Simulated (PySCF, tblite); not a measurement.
# C4H11FOSi: a rotation path, then NMR shifts on frames, part 2 of 2

tblite 0.8.0 and PySCF 2.14.0. Atoms count from 0. The steps go on from the part before.

## (5) Nuclear shieldings: image 4, PBE0/pcSseg-1

What the job is given:

```
{"job": {"kind": "nmr", "xc": "PBE0", "basis": "pcSseg-1", "pop": false}, "charge": 0, "multiplicity": 1}
C      3.549800    -0.383300    -0.273500
O      2.227300     0.042200    -0.392500
Si     0.871700    -0.776700    -0.052600
C     -0.471900     0.470500    -0.519900
C     -1.858400    -0.067000    -0.192400
C     -2.974700     0.914500    -0.561300
F     -3.737100     1.228200     0.541500
H      3.747200    -1.220100    -0.948600
H      3.769400    -0.702300     0.748300
H      4.196300     0.454900    -0.537400
H      0.762400    -2.013400    -0.839200
H      0.817900    -1.138900     1.369700
H     -0.421500     0.716300    -1.582100
H     -0.308700     1.403000     0.021600
H     -1.926100    -0.264300     0.878600
H     -2.018500    -1.015100    -0.707300
H     -3.666600     0.496300    -1.298900
H     -2.567200     1.861600    -0.930400
```

Method: GIAO PBE0/pcSseg-1 NMR shielding, non-relativistic, gas phase.

The log of the run:

```text
coarse grid: 14960 points
cycle   1  E = -622.9077044398  dE =  6.192e-01  |g| = 7.958e-01  |ddm| = 3.547e+00
cycle   2  E = -622.7670480721  dE =  1.407e-01  |g| = 1.197e+00  |ddm| = 1.642e+00
cycle   3  E = -623.0203360265  dE = -2.533e-01  |g| = 1.050e-01  |ddm| = 1.135e+00
cycle   4  E = -623.0220640039  dE = -1.728e-03  |g| = 4.897e-02  |ddm| = 1.100e-01
cycle   5  E = -623.0225298294  dE = -4.658e-04  |g| = 7.193e-03  |ddm| = 3.826e-02
cycle   6  E = -623.0225372529  dE = -7.423e-06  |g| = 3.101e-03  |ddm| = 5.994e-03
final grid: 138664 points
cycle   7  E = -623.0808683573  dE = -3.811e-05  |g| = 1.019e-02  |ddm| = 2.443e-02
cycle   8  E = -623.0808493843  dE =  1.897e-05  |g| = 1.455e-02  |ddm| = 1.574e-02
cycle   9  E = -623.0808875624  dE = -3.818e-05  |g| = 1.217e-03  |ddm| = 1.007e-02
cycle  10  E = -623.0808878710  dE = -3.085e-07  |g| = 2.055e-04  |ddm| = 1.226e-03
cycle  11  E = -623.0808878801  dE = -9.077e-09  |g| = 5.947e-05  |ddm| = 2.207e-04
cycle  12  E = -623.0808878808  dE = -7.235e-10  |g| = 1.801e-05  |ddm| = 6.081e-05
converged SCF energy = -623.0808878808

GIAO shielding tensors (ppm)
atom      isotropic    diamagn.    paramagn.     s11        s22        s33       span
  0 C      132.527     239.453    -106.926    105.456    106.727    185.398     79.942
  1 O      338.736     401.315     -62.579    296.716    359.352    360.139     63.422
  2 Si     364.424     882.270    -517.846    315.615    338.689    438.968    123.353
  3 C      169.550     255.432     -85.882    146.019    172.964    189.667     43.648
  4 C      161.295     249.508     -88.213    138.801    165.612    179.474     40.673
  5 C       95.555     240.970    -145.415     57.986     82.814    145.863     87.877
  6 F      402.636     468.312     -65.676    345.212    381.095    481.602    136.390
  7 H       27.985      26.921       1.064     23.827     25.650     34.477     10.650
  8 H       28.021      27.406       0.615     23.951     25.685     34.427     10.476
  9 H       27.689      26.861       0.828     23.261     25.479     34.327     11.066
 10 H       26.912      31.361      -4.449     23.664     25.962     31.108      7.444
 11 H       26.864      31.614      -4.750     23.619     26.020     30.954      7.335
 12 H       30.871      33.818      -2.947     26.350     30.489     35.775      9.425
 13 H       30.545      34.435      -3.889     26.073     30.342     35.221      9.148
 14 H       30.188      31.893      -1.704     25.487     30.273     34.804      9.317
 15 H       30.042      31.843      -1.801     24.864     30.405     34.856      9.992
 16 H       26.624      27.047      -0.422     22.380     27.747     29.746      7.365
 17 H       27.333      28.309      -0.977     22.828     28.792     30.378      7.551
```

Wall time 2.1 min (1 thread of Intel Xeon at 2.50GHz, shared host); peak memory 0.81 GiB.

Key values: δ C5 91.4, C0 54.4, C4 25.6, C3 17.4, H16 5.09, H11 4.85 ppm.

## (6) Shielding tensors: image 6, PBE0/pcSseg-1

What the job is given:

```
{"job": {"kind": "nmr", "xc": "PBE0", "basis": "pcSseg-1", "pop": false}, "charge": 0, "multiplicity": 1}
C      3.546700    -0.361100    -0.231800
O      2.223100     0.059700    -0.350600
Si     0.868900    -0.786200    -0.079100
C     -0.477500     0.473700    -0.497200
C     -1.865400    -0.093100    -0.230000
C     -2.980100     0.897100    -0.562000
F     -3.365300     1.592200     0.561600
H      3.763500    -1.157100    -0.949200
H      3.751300    -0.735400     0.774300
H      4.190100     0.495800    -0.436500
H      0.783700    -1.977700    -0.936700
H      0.794400    -1.231700     1.318100
H     -0.411000     0.777600    -1.543800
H     -0.336200     1.376900     0.096700
H     -1.955900    -0.361400     0.823800
H     -2.013900    -1.002600    -0.813700
H     -3.879400     0.394200    -0.932200
H     -2.645900     1.645600    -1.288200
```

With the program's defaults for keys left out, this is: GIAO PBE0/pcSseg-1 NMR shielding, non-relativistic, gas phase.

The log of the run:

```text
coarse grid: 14960 points
cycle   1  E = -622.9088918935  dE =  6.234e-01  |g| = 7.976e-01  |ddm| = 3.547e+00
cycle   2  E = -622.7653928048  dE =  1.435e-01  |g| = 1.204e+00  |ddm| = 1.662e+00
cycle   3  E = -623.0224883823  dE = -2.571e-01  |g| = 1.034e-01  |ddm| = 1.148e+00
cycle   4  E = -623.0241400708  dE = -1.652e-03  |g| = 4.949e-02  |ddm| = 1.091e-01
cycle   5  E = -623.0246214611  dE = -4.814e-04  |g| = 7.332e-03  |ddm| = 3.924e-02
cycle   6  E = -623.0246292734  dE = -7.812e-06  |g| = 3.092e-03  |ddm| = 6.184e-03
final grid: 138664 points
cycle   7  E = -623.0829470878  dE = -3.625e-05  |g| = 1.023e-02  |ddm| = 2.347e-02
cycle   8  E = -623.0829277575  dE =  1.933e-05  |g| = 1.465e-02  |ddm| = 1.582e-02
cycle   9  E = -623.0829664201  dE = -3.866e-05  |g| = 1.206e-03  |ddm| = 1.013e-02
cycle  10  E = -623.0829667245  dE = -3.043e-07  |g| = 2.026e-04  |ddm| = 1.215e-03
cycle  11  E = -623.0829667333  dE = -8.806e-09  |g| = 5.803e-05  |ddm| = 2.159e-04
cycle  12  E = -623.0829667340  dE = -6.878e-10  |g| = 1.721e-05  |ddm| = 5.938e-05
converged SCF energy = -623.0829667340

GIAO shielding tensors (ppm)
atom      isotropic    diamagn.    paramagn.     s11        s22        s33       span
  0 C      132.530     239.444    -106.914    105.491    106.729    185.369     79.878
  1 O      338.913     401.313     -62.401    296.929    359.258    360.551     63.622
  2 Si     364.524     882.274    -517.749    315.510    338.662    439.402    123.892
  3 C      168.979     255.397     -86.418    144.688    172.444    189.805     45.116
  4 C      160.613     249.397     -88.784    143.489    162.704    175.648     32.158
  5 C       95.256     238.911    -143.655     61.883     84.372    139.513     77.630
  6 F      412.581     470.554     -57.973    354.695    405.036    478.013    123.318
  7 H       27.977      26.914       1.063     23.831     25.635     34.466     10.634
  8 H       28.020      27.404       0.616     23.947     25.684     34.429     10.481
  9 H       27.683      26.887       0.796     23.248     25.482     34.319     11.071
 10 H       26.894      31.338      -4.444     23.693     25.928     31.059      7.366
 11 H       26.873      31.583      -4.710     23.620     25.997     31.003      7.382
 12 H       30.863      33.952      -3.089     26.399     30.302     35.888      9.489
 13 H       30.226      34.376      -4.150     25.645     30.459     34.575      8.930
 14 H       30.155      31.663      -1.508     25.836     29.821     34.808      8.972
 15 H       30.374      31.924      -1.549     24.935     30.521     35.667     10.732
 16 H       26.678      26.488       0.189     21.961     27.663     30.410      8.449
 17 H       27.268      27.952      -0.684     23.128     28.617     30.059      6.931
```

It took 1.7 min on 1 thread of Intel Xeon at 2.50GHz, shared host; peak memory 0.81 GiB.

In short: δ C5 91.7, C0 54.4, C4 26.3, C3 17.9, H16 5.04, H11 4.84 ppm.

## (7) NMR shieldings: image 8, PBE0/pcSseg-1

What the job is given:

```
{"job": {"kind": "nmr", "xc": "PBE0", "basis": "pcSseg-1", "pop": false}, "charge": 0, "multiplicity": 1}
C      3.544000    -0.342400    -0.186900
O      2.223000     0.085200    -0.307800
Si     0.870500    -0.784900    -0.112300
C     -0.491600     0.476300    -0.466900
C     -1.875900    -0.119200    -0.250700
C     -2.983500     0.879300    -0.557500
F     -2.963700     1.915900     0.346200
H      3.785200    -1.073400    -0.962400
H      3.718900    -0.802000     0.788600
H      4.192500     0.527400    -0.297300
H      0.813500    -1.913500    -1.054300
H      0.784500    -1.341500     1.244300
H     -0.414600     0.832300    -1.495600
H     -0.382300     1.352000     0.173500
H     -1.979800    -0.446700     0.784900
H     -2.018800    -0.988700    -0.893700
H     -3.975600     0.421300    -0.480600
H     -2.854900     1.328800    -1.548000
```

With the program's defaults for keys left out, this is: GIAO PBE0/pcSseg-1 NMR shielding, non-relativistic, gas phase.

The log of the run:

```text
coarse grid: 14960 points
cycle   1  E = -622.9137914563  dE =  6.264e-01  |g| = 7.953e-01  |ddm| = 3.550e+00
cycle   2  E = -622.7693855461  dE =  1.444e-01  |g| = 1.203e+00  |ddm| = 1.679e+00
cycle   3  E = -623.0270143717  dE = -2.576e-01  |g| = 1.018e-01  |ddm| = 1.158e+00
cycle   4  E = -623.0285931647  dE = -1.579e-03  |g| = 4.956e-02  |ddm| = 1.075e-01
cycle   5  E = -623.0290825123  dE = -4.893e-04  |g| = 7.353e-03  |ddm| = 3.977e-02
cycle   6  E = -623.0290904609  dE = -7.949e-06  |g| = 3.038e-03  |ddm| = 6.431e-03
final grid: 138664 points
cycle   7  E = -623.0872264809  dE = -3.695e-05  |g| = 1.033e-02  |ddm| = 2.333e-02
cycle   8  E = -623.0872066288  dE =  1.985e-05  |g| = 1.482e-02  |ddm| = 1.608e-02
cycle   9  E = -623.0872462359  dE = -3.961e-05  |g| = 1.205e-03  |ddm| = 1.023e-02
cycle  10  E = -623.0872465407  dE = -3.049e-07  |g| = 2.031e-04  |ddm| = 1.219e-03
cycle  11  E = -623.0872465495  dE = -8.810e-09  |g| = 5.936e-05  |ddm| = 2.174e-04
cycle  12  E = -623.0872465503  dE = -7.051e-10  |g| = 1.767e-05  |ddm| = 6.023e-05
converged SCF energy = -623.0872465503

GIAO shielding tensors (ppm)
atom      isotropic    diamagn.    paramagn.     s11        s22        s33       span
  0 C      132.627     239.437    -106.810    105.534    106.800    185.548     80.014
  1 O      339.378     401.230     -61.852    298.330    359.433    360.369     62.040
  2 Si     363.413     882.258    -518.845    311.053    338.819    440.367    129.314
  3 C      173.062     255.694     -82.632    152.241    175.591    191.354     39.113
  4 C      160.590     249.360     -88.771    151.028    160.769    169.971     18.942
  5 C       97.507     237.682    -140.175     63.836     85.779    142.907     79.071
  6 F      423.880     474.055     -50.176    373.055    436.826    461.758     88.703
  7 H       27.983      26.936       1.046     23.853     25.621     34.474     10.621
  8 H       28.045      27.428       0.617     23.967     25.709     34.458     10.491
  9 H       27.696      26.913       0.783     23.267     25.483     34.338     11.072
 10 H       26.867      31.339      -4.472     23.655     25.915     31.031      7.377
 11 H       26.876      31.543      -4.667     23.613     25.981     31.034      7.420
 12 H       30.988      34.102      -3.114     26.405     30.152     36.407     10.002
 13 H       30.092      34.115      -4.022     24.843     30.841     34.593      9.750
 14 H       30.121      31.770      -1.648     25.446     29.503     35.414      9.968
 15 H       30.740      31.727      -0.987     25.588     30.200     36.431     10.843
 16 H       26.745      26.089       0.656     22.048     27.164     31.022      8.974
 17 H       27.247      27.630      -0.383     22.905     27.502     31.334      8.429
```

It took 1.8 min on 1 thread of Intel Xeon at 2.50GHz, shared host; peak memory 0.83 GiB.

Key values: δ C5 89.4, C0 54.3, C4 26.3, C3 13.9, H16 4.97, H10 4.85 ppm.

## (8) Side by side: NMR shifts

Shifts (ppm) of some atoms, chosen among heavy atoms and hydrogens apart, with basis size and wall time:

| frame | C5 | C4 | C3 | H15 | H13 | Si2 | F6 | functions | time |
| --- | --- | --- | --- | --- | --- | --- | --- | --- | --- |
| image 0 | 90.0 | 25.2 | 9.8 | 1.51 | 0.63 | -13.7 | -238.6 | 181 | 2.5 min |
| image 2 | 90.3 | 25.4 | 13.2 | 1.71 | 0.81 | -14.3 | -232.7 | 181 | 1.9 min |
| image 4 | 91.4 | 25.6 | 17.4 | 1.68 | 1.17 | -15.3 | -231.7 | 181 | 2.1 min |
| image 6 | 91.7 | 26.3 | 17.9 | 1.34 | 1.49 | -15.4 | -241.6 | 181 | 1.7 min |
| image 8 | 89.4 | 26.3 | 13.9 | 0.98 | 1.62 | -14.3 | -252.9 | 181 | 1.8 min |

## (9) What came out

This closing draws on all 2 parts.

```
                                         quantity                                                                 value
                                          barrier                                    0.095 eV (2.2 kcal/mol) at image 4
                            end to end (GFN2-xTB)                                                              0.018 eV
  ¹³C shifts against TMS (PBE0/pcSseg-1, image 0)                                             90.0, 54.2, 25.2, 9.8 ppm
   ¹H shifts against TMS (PBE0/pcSseg-1, image 0)  4.88, 4.87, 4.67, 4.63, 4.00, 3.73, 3.66, 1.53, 1.51, 0.63, 0.60 ppm
  ¹⁷O shifts against H2O (PBE0/pcSseg-1, image 0)                                                              -2.4 ppm
 ²⁹Si shifts against TMS (PBE0/pcSseg-1, image 0)                                                             -13.7 ppm
¹⁹F shifts against CFCl3 (PBE0/pcSseg-1, image 0)                                                            -238.6 ppm
            surface potential, 1st and 99th percentile                                                    -1.18 V and 1.02 V
                         range of the shift of F6                                                  -252.9 to -231.7 ppm
```

Along the band the dihedral turns by 111°, and the top (dihedral -122°) lies 2.2 kcal/mol above the start (GFN2-xTB, rough), so at room temperature this motion is fast. Ends this close can change order at a higher level. The top was not checked by a frequency run. Shifts at one fixed geometry are not the observed spectrum, which averages over the motion. In the first frame run (image 0): The widest tensor belongs to Si2: span 126 ppm, with a paramagnetic part of -519 ppm. In ppm, F6 moves most: its shift spreads over 21.2 ppm, from -252.9 (image 8) to -231.7 (image 4).
